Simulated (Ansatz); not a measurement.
**FH₂ISi: taking an electron away**

An exercise on one series of results from a longer session: the logs are not shown, and one member is left open.

Method: unrestricted cation, the program's frozen cores in correlated methods; program: Ansatz 0.2.0, Gaussian basis.

Plan: UKS PBE-D4/def2-TZVPP; UKS r2SCAN-D4/def2-TZVPP; UKS PBE0-D4/def2-TZVPP; UKS B3LYP-D4/def2-TZVPP; UKS wB97X-V/def2-TZVPP; UKS wB97M-V/def2-TZVPP; UKS B2PLYP/def2-TZVPP; UHF-CCSD(T)/def2-TZVPP; UHF-MP2/def2-QZVPP; extrapolation to the limit; then −ε(HOMO) from the neutral's earlier runs with LDA (SPW92), PBE-D4, revPBE-D4, BLYP-D4, r2SCAN-D4, B97M-V, PBE0-D4, B3LYP-D4, r2SCANh-D4, r2SCAN0-D4, HSE06-D4, BHLYP-D4, CAM-B3LYP-D4, LC-ωPBE, ωB97X-V, ωB97M-V.

### Structure used throughout

The geometry comes from an earlier relaxation with PBE0-D4 in a triple-zeta def2 set; it is a stationary point. I takes the def2 core potential; no spin-orbit term is included.

SMILES `F[SiH2]I`, 5 atoms, charge 0, spin multiplicity 1.

Atoms are counted from 1 here; the program's logs count them from 0.

Bond lengths: F1–Si2 1.592 Å, Si2–I3 2.422 Å, Si2–H4 1.477 Å, Si2–H5 1.477 Å. Angles: F1–Si2–I3 109.3°, F1–Si2–H4 108.3°, F1–Si2–H5 108.3°, I3–Si2–H4 108.9°, I3–Si2–H5 108.9°, H4–Si2–H5 113.0°.

The first run:

Contents of in.yaml:

```yaml
crystal:
  periodic: [false, false, false]
  atoms:
    - {symbol: F, position_ang: [-0.417077, -0.253237, 1.547168]}
    - {symbol: Si, position_ang: [0.136505, -0.141257, 0.058333]}
    - {symbol: I, position_ang: [-1.229927, 1.421912, -1.188024]}
    - {symbol: H, position_ang: [0.040098, -1.472130, -0.573920]}
    - {symbol: H, position_ang: [1.520201, 0.371011, 0.115042]}
basis:
  gaussian: {orbitals: def2-TZVPP}
total_charge: 1
magnetization: {spin_polarized: true, initial_magnetization: 1}
hamiltonian: {xc: pbe, dispersion: d4}
```

Among the steps run: Cation, UKS PBE-D4/def2-TZVPP; Cation, UKS r2SCAN-D4/def2-TZVPP; Cation, UKS PBE0-D4/def2-TZVPP; Cation, UKS B3LYP-D4/def2-TZVPP; Cation, UKS wB97X-V/def2-TZVPP; Cation, UKS wB97M-V/def2-TZVPP; Cation, UKS B2PLYP (frozen core)/def2-TZVPP; Cation, UHF-CCSD(T)/def2-TZVPP; Cation, UHF-MP2/def2-QZVPP.

One of the session's tables, all rows but one given; the rest of the session is left out.

It belongs to the step «Ionisation energies side by side». For comparison, −ε(HOMO) of the neutral from earlier runs:

| functional | −ε(HOMO) (eV) |
| --- | --- |
| LDA (SPW92) | 6.94 |
| PBE-D4 | 6.81 |
| revPBE-D4 | 6.76 |
| BLYP-D4 | 6.63 |
| r2SCAN-D4 | 7.11 |
| B97M-V | ? |
| PBE0-D4 | 7.96 |
| B3LYP-D4 | 7.71 |
| r2SCANh-D4 | 7.53 |
| r2SCAN0-D4 | 8.16 |
| HSE06-D4 | 7.57 |
| BHLYP-D4 | 8.93 |
| CAM-B3LYP-D4 | 9.20 |
| LC-ωPBE | 10.55 |
| ωB97X-V | 10.21 |
| ωB97M-V | 10.08 |

Estimate the missing values for B97M-V.

**Answer.** −ε(HOMO) (eV): 7.13. In the column «−ε(HOMO) (eV)» it lies between r2SCAN-D4 (7.11) and r2SCANh-D4 (7.53).
